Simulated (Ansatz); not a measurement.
# TaN: a line through a two-coordinate scan

One line of a two-coordinate grid on TaN (P-6m2, No. 187; 2 atoms in the cell): lattice constant a (and b) is varied, at lattice constant c = 2.799 Å.

Computed with Ansatz 0.2.0 (DFT PBEsol, scalar-relativistic, plane waves, PAW, unless a step's input says otherwise).

41 further runs of the same task are left out: 41 set aside as unsound or not needed.

## Step 1: The starting structure

The structure is hexagonal, space group P-6m2 (No. 187). The conventional cell has a = 2.924 Å, b = 2.924 Å, c = 2.871 Å, α = 90.00°, β = 90.00°, γ = 120.00°. Ta (site symmetry -6m2) has 6 N at 2.22 Å as nearest neighbours. Around N (site symmetry -6m2) lie 6 Ta at 2.22 Å.

As a file:

```
CELL_PARAMETERS angstrom
2.92404 0.00000 0.00000
-1.46202 2.53229 0.00000
0.00000 0.00000 2.87074
ATOMIC_POSITIONS crystal
Ta 0.33333 0.66667 0.50000
N 0.00000 0.00000 0.00000
```

It is the result of an earlier relaxation at this level (volume 10.63 Å³/atom; gap on the mesh: none (metal)).

## Step 2: What is varied

The energy is mapped over the lattice constants a and c of the conventional cell.

First coordinate, lattice constant a (and b): 9 values from 2.778 to 3.070 Å. Second coordinate, lattice constant c: 9 values from 2.727 to 3.014 Å.

Nothing else is relaxed (symmetry fixes all fractional coordinates). Energies count from the relaxed crystal. Points are written as (first, second).

## Step 3: Point (2.778 Å, 2.799 Å)

Input file input.yaml:

```yaml
crystal:
  lattice:
    - [2.7778, 0.0, 0.0]
    - [-1.3889, 2.4056453666, 0.0]
    - [0.0, 0.0, 2.799]
  atoms:
    - { symbol: Ta, position: [0.3333333333, 0.6666666667, 0.5] }
    - { symbol: "N", position: [0.0, 0.0, 0.0] }
basis:
  ecutwfc: 520.0
kpoints:
  mp_grid: { grid: [18, 18, 16] }
hamiltonian:
  xc: pbesol
scf:
  occupations: { method: gaussian, width: 0.15 }
output:
  forces: true
  stress: true
  eigenvalues: true
  write_density: true
  write_potential: true
  elf: true
  volumetric_format: npy
```

On the command line:

```
$ ansatz run input.yaml --threads 1 --pin off --max-ram 2048MiB --backend cpu --events-out ev --progress --plain --runs-dir out
```

Output, shortened:

```text
Warning: RAYON_NUM_THREADS=1 ignored (pool sized by the plan → 1); use --threads N
[...]
Pseudopotentials: kind: paw
Pseudopotential: Ta, paw, valence charge 13, recommended cutoff 420 eV (normal), Ta.paw.azcp
Pseudopotential: N, paw, valence charge 5, recommended cutoff 420 eV (normal), N.paw.azcp
Functional definition: PBEsol
[...]
Crystal: 2 atoms, lattice volume = 18.704 Å³
Basis set: ecut = 520 eV, 527 PW (Γ), exchange–correlation on 48×48×48 points (8 copies of the dense FFT grid, shifted against one another)
Bands: 13, of which v1, the nominal top of the filled ones, is band 9 counted from 1 (8 counted from 0)
Symmetry: 12 space group operations
Space group: P-6m2 (ITA 187), of the structure as read, at distance tolerance 2.7e-5 Å
k-points: 333 of 5184 (time reversal used)
[...]
SCF iter   1: F=—  HF=-10187.227830 eV  |F-HF|=—  |Δ(HF+E_count)|=         —  Δρ=2.21e-2  dr2=8.74e-2  ethr=1.77e-3  ⟨swp⟩=5.5  Hψ=22072  notcnv=0
[...]
SCF iter   6: F=-10187.206582 eV  HF=-10187.206582 eV  |F-HF|=1.31e-10  |Δ(HF+E_count)|=   8.88e-9  Δρ=3.17e-6  dr2=4.63e-10  ethr=1.40e-10  ⟨swp⟩=6.8  Hψ=27799  notcnv=0
[...]
SCF converged after 6 iterations
Free energy (F): -10187.206582 eV
[...]
E sigma→0 (E₀):  -10187.206156 eV
Entropy (-TS):   -0.000852 eV (-0.426 meV/atom)
Fermi energy:    23.372188 eV
[...]
--- Forces (eV/Å), atoms counted from 1 ---
  atom   1  Ta     0.00000000    -0.00000000     0.00000000
  atom   2  N     -0.00000000    -0.00000000     0.00000000
[...]
--- Stress (GPa, compression-positive) ---
       65.016522       0.000000      -0.000000
        0.000000      65.016522       0.000000
       -0.000000       0.000000      50.570898
  P = ⅓ Tr σ = 60.2013 GPa (602.013 kbar)
--- Band table (eV; the first three rows and the last of 333) ---
  k-point 0: bands = ["-44.6171", "-11.0254", "-10.5262", "-10.5262", "4.6562", "18.4164", "18.4283", "18.4283", "20.2102", "26.9583", "27.5190", "27.5190", "28.2157"]
[...]
```

Run time: 3.9 s. Hardware: 1 thread of AMD EPYC 9R45 (Zen 5), shared host; peak memory 0.44 GiB.

Density in a lattice plane of the grid's cell (edges 2.78 and 2.80 Å, at 0.667 of the third edge), which holds Ta.

Ten even steps from '0' (0.33 e/Å³) to '9' (4.47 e/Å³):
```
000000000000000000000000
000000000000000000000000
000000001000000000000000
000011222221100000000000
001123455543210000000000
011345778775431100000000
013468999998643100000000
124689999999864210000000
135789988899975310000000
135799877799975310000000
135789988899975310000000
124689999999864210000000
013468999998643100000000
011345778775431100000000
001123455543210000000000
000011222221100000000000
000000001000000000000000
000000000000000000000000
000000000000000000000000
000000000000000000011100
```
Columns run along the first of these edges and rows up along the second, over one cell in 24 and 20 even steps from the bottom left corner. Atoms in the plane (fractional): Ta at (0.33, 0.50).

ELF in the same plane.

Ten even steps from ' ' (0.04) to '@' (0.74):
```
##**++==--::::::::::::::::--==**##%%%%@@@@@@%%%%
**++==--::::::::::::::::::::--++**##%%%%%%%%%%##
++--::::::::--------::::....::--==**##########**
--::..::--==++**##**++==--::..::--==++******++==
::::::--++##%%@@@@@@%%##++--::..::--====++====--
..::--++##@@@@@@@@@@@@%%##++--::..::::------::::
::==**##%%@@%%%%%%%%@@@@@@##**--::::::------::::
--++##%%%%%%**++==++**%%@@%%##++--::::------::::
==**%%@@%%**==::..::==**@@@@%%**==::::------::--
==##%%@@%%++--      ::++%%@@@@##++----------::--
==**%%@@%%**==::..::==**@@@@%%**==::::------::--
--++##%%%%%%**++==++**%%@@%%##++--::::------::::
::==**##%%@@%%%%%%%%@@@@@@##**--::::::------::::
..::--++##@@@@@@@@@@@@%%##++--::..::::------::::
::::::--++##%%@@@@@@%%##++--::..::--====++====--
--::..::--==++**##**++==--::..::--==++******++==
++--::::::::--------::::....::--==**##########**
**++==--::::::::::::::::::::--++**##%%%%%%%%%%##
##**++==--::::::::::::::::--==**##%%%%@@@@@@%%%%
##**++==------::::::::----==++**##%%@@@@@@@@@@%%
```
Columns run along the first of these edges and rows up along the second, over one cell in 24 and 20 even steps from the bottom left corner. Atoms in the plane (fractional): Ta at (0.33, 0.50).

Both are smooth fields of the valence electrons: close to the nuclei they are not physical.

Outside the cores ELF peaks at 0.83 in the shell around N, 0.7 Å from N; 0.77 between the atoms, 1.5 Å from Ta.

That is 221 meV/atom from the zero.

## Step 4: Point (2.814 Å, 2.799 Å)

Edit input.yaml of step 3 so:

```diff
@@ -2,4 +2,4 @@
   lattice:
-    - [2.7778, 0.0, 0.0]
-    - [-1.3889, 2.4056453666, 0.0]
+    - [2.8144, 0.0, 0.0]
+    - [-1.4072, 2.4373418964, 0.0]
     - [0.0, 0.0, 2.799]
@@ -20,5 +20 @@
   eigenvalues: true
-  write_density: true
-  write_potential: true
-  elf: true
-  volumetric_format: npy
```

On the command line:

```
$ ansatz run input.yaml --threads 1 --pin off --max-ram 2048MiB --backend cpu --events-out ev --progress --plain --runs-dir out
```

Output, shortened:

```text
Warning: RAYON_NUM_THREADS=1 ignored (pool sized by the plan → 1); use --threads N
[...]
[... 4 set-up lines as earlier in the session ...]
[...]
Crystal: 2 atoms, lattice volume = 19.200 Å³
Basis set: ecut = 520 eV, 527 PW (Γ), exchange–correlation on 48×48×48 points (8 copies of the dense FFT grid, shifted against one another)
Bands: 13, of which v1, the nominal top of the filled ones, is band 9 counted from 1 (8 counted from 0)
[... 2 set-up lines as earlier in the session ...]
k-points: 333 of 5184 (time reversal used)
[...]
the search or the solves at the SCF's close seem to have found levels that the self-consistency loop had missed (the run counts 2). By its estimate they hold under 1e-12 electrons; where the run keeps them, the occupations were computed again with them
[...]
SCF converged after 6 iterations
Free energy (F): -10187.379724 eV
[...]
E sigma→0 (E₀):  -10187.379333 eV
Entropy (-TS):   -0.000783 eV (-0.391 meV/atom)
Fermi energy:    22.727156 eV
[...]
--- Forces (eV/Å), atoms counted from 1 ---
  atom   1  Ta    -0.00000000     0.00000000     0.00000000
  atom   2  N      0.00000000     0.00000000     0.00000000
[...]
--- Stress (GPa, compression-positive) ---
       47.177118       0.000000       0.000000
        0.000000      47.177118       0.000000
        0.000000       0.000000      42.278330
  P = ⅓ Tr σ = 45.5442 GPa (455.442 kbar)
--- Band table (eV; the first three rows and the last of 333) ---
  k-point 0: bands = ["-45.3146", "-11.6877", "-11.2849", "-11.2849", "4.1976", "17.7886", "17.7886", "17.9472", "19.6595", "25.9768", "26.8306", "26.8306", "27.4291"]
[...]
```

Run time: 4 s. Hardware: 1 thread of AMD EPYC 9R45 (Zen 5), shared host; peak memory 0.48 GiB.

Energy on the map's scale: 135 meV/atom.

## Step 5: Grid point (2.851 Å, 2.799 Å)

Edit input.yaml of step 4 so:

```diff
@@ -2,4 +2,4 @@
   lattice:
-    - [2.8144, 0.0, 0.0]
-    - [-1.4072, 2.4373418964, 0.0]
+    - [2.8509, 0.0, 0.0]
+    - [-1.42545, 2.4689518237, 0.0]
     - [0.0, 0.0, 2.799]
```

On the command line:

```
$ ansatz run input.yaml --threads 1 --pin off --max-ram 2048MiB --backend cpu --events-out ev --progress --plain --runs-dir out
```

Output, shortened:

```text
Warning: RAYON_NUM_THREADS=1 ignored (pool sized by the plan → 1); use --threads N
[...]
[... 4 set-up lines as earlier in the session ...]
[...]
Crystal: 2 atoms, lattice volume = 19.701 Å³
Basis set: ecut = 520 eV, 539 PW (Γ), exchange–correlation on 48×48×48 points (8 copies of the dense FFT grid, shifted against one another)
Bands: 13, of which v1, the nominal top of the filled ones, is band 9 counted from 1 (8 counted from 0)
[... 2 set-up lines as earlier in the session ...]
k-points: 333 of 5184 (time reversal used)
[...]
SCF iter   1: F=—  HF=-10187.519250 eV  |F-HF|=—  |Δ(HF+E_count)|=         —  Δρ=2.01e-2  dr2=7.69e-2  ethr=1.77e-3  ⟨swp⟩=5.4  Hψ=21736  notcnv=0
[...]
SCF iter   6: F=-10187.501900 eV  HF=-10187.501900 eV  |F-HF|=2.24e-10  |Δ(HF+E_count)|=   1.04e-8  Δρ=3.18e-6  dr2=4.56e-10  ethr=1.41e-10  ⟨swp⟩=2.8  Hψ=16968  notcnv=0
[...]
SCF converged after 6 iterations
Free energy (F): -10187.501900 eV
[...]
E sigma→0 (E₀):  -10187.501523 eV
Entropy (-TS):   -0.000753 eV (-0.377 meV/atom)
Fermi energy:    22.111273 eV
[...]
--- Forces (eV/Å), atoms counted from 1 ---
  atom   1  Ta    -0.00000000     0.00000000     0.00000000
  atom   2  N      0.00000000     0.00000000     0.00000000
[...]
--- Stress (GPa, compression-positive) ---
       31.259934       0.000000       0.000000
       -0.000000      31.259934       0.000000
        0.000000       0.000000      35.042346
  P = ⅓ Tr σ = 32.5207 GPa (325.207 kbar)
--- Band table (eV; the first three rows and the last of 333) ---
  k-point 0: bands = ["-45.9928", "-12.3326", "-12.0154", "-12.0154", "3.7589", "17.1764", "17.1764", "17.4921", "19.1373", "25.0355", "26.1638", "26.1638", "26.6746"]
[...]
```

Wall time 2.9 s (1 thread of AMD EPYC 9R45 (Zen 5), shared host); peak memory 0.46 GiB.

That is 74 meV/atom from the zero.

## Step 6: Grid point (2.888 Å, 2.799 Å)

Edit input.yaml of step 5 so:

```diff
@@ -2,4 +2,4 @@
   lattice:
-    - [2.8509, 0.0, 0.0]
-    - [-1.42545, 2.4689518237, 0.0]
+    - [2.8875, 0.0, 0.0]
+    - [-1.44375, 2.5006483534, 0.0]
     - [0.0, 0.0, 2.799]
```

On the command line:

```
$ ansatz run input.yaml --threads 1 --pin off --max-ram 2048MiB --backend cpu --events-out ev --progress --plain --runs-dir out
```

Output, shortened:

```text
[...]
SCF converged after 6 iterations
Free energy (F): -10187.578120 eV
[...]
E sigma→0 (E₀):  -10187.577739 eV
Entropy (-TS):   -0.000761 eV (-0.380 meV/atom)
Fermi energy:    21.517538 eV
[...]
--- Forces (eV/Å), atoms counted from 1 ---
  atom   1  Ta     0.00000000     0.00000000     0.00000000
  atom   2  N      0.00000000     0.00000000     0.00000000
[...]
--- Stress (GPa, compression-positive) ---
       17.018961       0.000000      -0.000000
        0.000000      17.018961      -0.000000
       -0.000000      -0.000000      28.703404
  P = ⅓ Tr σ = 20.9138 GPa (209.138 kbar)
--- Band table (eV; the first three rows and the last of 333) ---
  k-point 0: bands = ["-46.6554", "-12.9635", "-12.7227", "-12.7227", "3.3369", "16.5871", "16.5871", "17.0473", "18.6389", "24.1279", "25.5140", "25.5140", "25.9466"]
[...]
```

Run time: 2.9 s. Hardware: 1 thread of AMD EPYC 9R45 (Zen 5), shared host; peak memory 0.48 GiB.

That is 36 meV/atom from the zero.

## Step 7: Point (2.924 Å, 2.799 Å)

Edit input.yaml of step 6 so:

```diff
@@ -2,4 +2,4 @@
   lattice:
-    - [2.8875, 0.0, 0.0]
-    - [-1.44375, 2.5006483534, 0.0]
+    - [2.9240351141, 0.0, 0.0]
+    - [-1.462017557, 2.5322886904, 0.0]
     - [0.0, 0.0, 2.799]
```

On the command line:

```
$ ansatz run input.yaml --threads 1 --pin off --max-ram 2048MiB --backend cpu --events-out ev --progress --plain --runs-dir out
```

Output, shortened:

```text
[...]
SCF converged after 6 iterations
Free energy (F): -10187.612037 eV
[...]
E sigma→0 (E₀):  -10187.611639 eV
Entropy (-TS):   -0.000797 eV (-0.399 meV/atom)
Fermi energy:    20.945207 eV
[...]
--- Forces (eV/Å), atoms counted from 1 ---
  atom   1  Ta     0.00000000     0.00000000     0.00000000
  atom   2  N      0.00000000     0.00000000     0.00000000
[...]
--- Stress (GPa, compression-positive) ---
        4.375383       0.000000      -0.000000
        0.000000       4.375383       0.000000
       -0.000000       0.000000      23.182964
  P = ⅓ Tr σ = 10.6446 GPa (106.446 kbar)
--- Band table (eV; the first three rows and the last of 333) ---
  k-point 0: bands = ["-47.2994", "-13.5773", "-13.4049", "-13.4049", "2.9326", "16.0220", "16.0220", "16.6136", "18.1648", "23.2570", "24.8830", "24.8830", "25.2470"]
[...]
```

Run time: 3 s. Hardware: 1 thread of AMD EPYC 9R45 (Zen 5), shared host; peak memory 0.46 GiB.

On the map this point reads 19 meV/atom.

## Step 8: The run at (2.997 Å, 2.799 Å)

Edit input.yaml of step 7 so:

```diff
@@ -2,4 +2,4 @@
   lattice:
-    - [2.9240351141, 0.0, 0.0]
-    - [-1.462017557, 2.5322886904, 0.0]
+    - [2.9971, 0.0, 0.0]
+    - [-1.49855, 2.5955647377, 0.0]
     - [0.0, 0.0, 2.799]
```

On the command line:

```
$ ansatz run input.yaml --threads 1 --pin off --max-ram 2048MiB --backend cpu --events-out ev --progress --plain --runs-dir out
```

Output, shortened:

```text
[...]
SCF converged after 6 iterations
Free energy (F): -10187.568463 eV
[...]
E sigma→0 (E₀):  -10187.568012 eV
Entropy (-TS):   -0.000902 eV (-0.451 meV/atom)
Fermi energy:    19.853932 eV
[...]
--- Forces (eV/Å), atoms counted from 1 ---
  atom   1  Ta     0.00000000     0.00000000     0.00000000
  atom   2  N      0.00000000     0.00000000     0.00000000
[...]
--- Stress (GPa, compression-positive) ---
      -16.729995       0.000000       0.000000
        0.000000     -16.729995       0.000000
        0.000000       0.000000      14.188384
  P = ⅓ Tr σ = -6.4239 GPa (-64.239 kbar)
--- Band table (eV; the first three rows and the last of 333) ---
  k-point 0: bands = ["-48.5356", "-14.7575", "-14.7017", "-14.7017", "2.1712", "14.9573", "14.9573", "15.7726", "17.2804", "21.6160", "23.6711", "23.6711", "23.9237"]
[...]
```

Wall time 4.1 s (1 thread of AMD EPYC 9R45 (Zen 5), shared host); peak memory 0.5 GiB.

On the map this point reads 41 meV/atom.

## Step 9: The run at (3.034 Å, 2.799 Å)

Edit input.yaml of step 8 so:

```diff
@@ -2,4 +2,4 @@
   lattice:
-    - [2.9971, 0.0, 0.0]
-    - [-1.49855, 2.5955647377, 0.0]
+    - [3.0337, 0.0, 0.0]
+    - [-1.51685, 2.6272612675, 0.0]
     - [0.0, 0.0, 2.799]
```

On the command line:

```
$ ansatz run input.yaml --threads 1 --pin off --max-ram 2048MiB --backend cpu --events-out ev --progress --plain --runs-dir out
```

Output, shortened:

```text
[...]
SCF converged after 6 iterations
Free energy (F): -10187.497682 eV
[...]
E sigma→0 (E₀):  -10187.497204 eV
Entropy (-TS):   -0.000957 eV (-0.479 meV/atom)
Fermi energy:    19.331195 eV
[...]
--- Forces (eV/Å), atoms counted from 1 ---
  atom   1  Ta     0.00000000     0.00000000     0.00000000
  atom   2  N      0.00000000     0.00000000     0.00000000
[...]
--- Stress (GPa, compression-positive) ---
      -25.452304       0.000000       0.000000
        0.000000     -25.452304       0.000000
        0.000000       0.000000      10.552372
  P = ⅓ Tr σ = -13.4507 GPa (-134.507 kbar)
--- Band table (eV; the first three rows and the last of 333) ---
  k-point 0: bands = ["-49.1293", "-15.3251", "-15.3194", "-15.3194", "1.8118", "14.4547", "14.4547", "15.3628", "16.8665", "20.8422", "23.0876", "23.0876", "23.2966"]
[...]
```

Wall time 4 s (1 thread of AMD EPYC 9R45 (Zen 5), shared host); peak memory 0.51 GiB.

On the map this point reads 76 meV/atom.

## Step 10: Grid point (3.070 Å, 2.799 Å)

Edit input.yaml of step 9 so:

```diff
@@ -2,4 +2,4 @@
   lattice:
-    - [3.0337, 0.0, 0.0]
-    - [-1.51685, 2.6272612675, 0.0]
+    - [3.0702, 0.0, 0.0]
+    - [-1.5351, 2.6588711947, 0.0]
     - [0.0, 0.0, 2.799]
```

On the command line:

```
$ ansatz run input.yaml --threads 1 --pin off --max-ram 2048MiB --backend cpu --events-out ev --progress --plain --runs-dir out
```

Output, shortened:

```text
[...]
SCF converged after 6 iterations
Free energy (F): -10187.398738 eV
[...]
E sigma→0 (E₀):  -10187.398223 eV
Entropy (-TS):   -0.001030 eV (-0.515 meV/atom)
Fermi energy:    18.824865 eV
[...]
--- Forces (eV/Å), atoms counted from 1 ---
  atom   1  Ta     0.00000000    -0.00000000     0.00000000
  atom   2  N      0.00000000    -0.00000000     0.00000000
[...]
--- Stress (GPa, compression-positive) ---
      -33.067985       0.000000      -0.000000
        0.000000     -33.067985      -0.000000
       -0.000000      -0.000000       7.414834
  P = ⅓ Tr σ = -19.5737 GPa (-195.737 kbar)
--- Band table (eV; the first three rows and the last of 333) ---
  k-point 0: bands = ["-49.7048", "-15.9155", "-15.9155", "-15.8756", "1.4669", "13.9725", "13.9725", "14.9608", "16.4714", "20.1012", "22.5203", "22.5203", "22.6934"]
[...]
```

Run time: 3.1 s. Hardware: 1 thread of AMD EPYC 9R45 (Zen 5), shared host; peak memory 0.5 GiB.

Energy on the map's scale: 125 meV/atom.

## Step 11: What came out

| lattice constant a (and b) (Å) | step | energy (meV/atom) | slope (meV/atom per Å) | pressure (GPa) |
| --- | --- | --- | --- | --- |
| 2.778 | 3 | 221 | −2732 | 60 |
| 2.814 | 4 | 135 | −2009 | 46 |
| 2.851 | 5 | 74 | −1348 | 33 |
| 2.888 | 6 | 36 | −743 | 21 |
| 2.924 | 7 | 19 | −194 | 11 |
| 2.961 | – | 21 | 306 | 2 |
| 2.997 | 8 | 41 | 759 | −6 |
| 3.034 | 9 | 76 | 1168 | −13 |
| 3.070 | 10 | 125 | 1536 | −20 |

Energies count from the relaxed crystal. Rows without a step come from runs not printed here or follow by symmetry. Slopes come from the forces (and the stress, where the cell changes), not from differences of energies.

What this shows: The lowest point of the line is at 2.924 Å, 19 meV/atom from the zero. A fit to energies and slopes at the lowest point and its two neighbours puts the minimum at 2.9378 Å, with a curvature of about 14000 meV/atom per Å². The highest point computed, at 2.778 Å, lies 203 meV/atom above the lowest. This is one cut through a surface in two coordinates; the map's lowest point lies off it. The runs treat Ta without spin-orbit coupling.
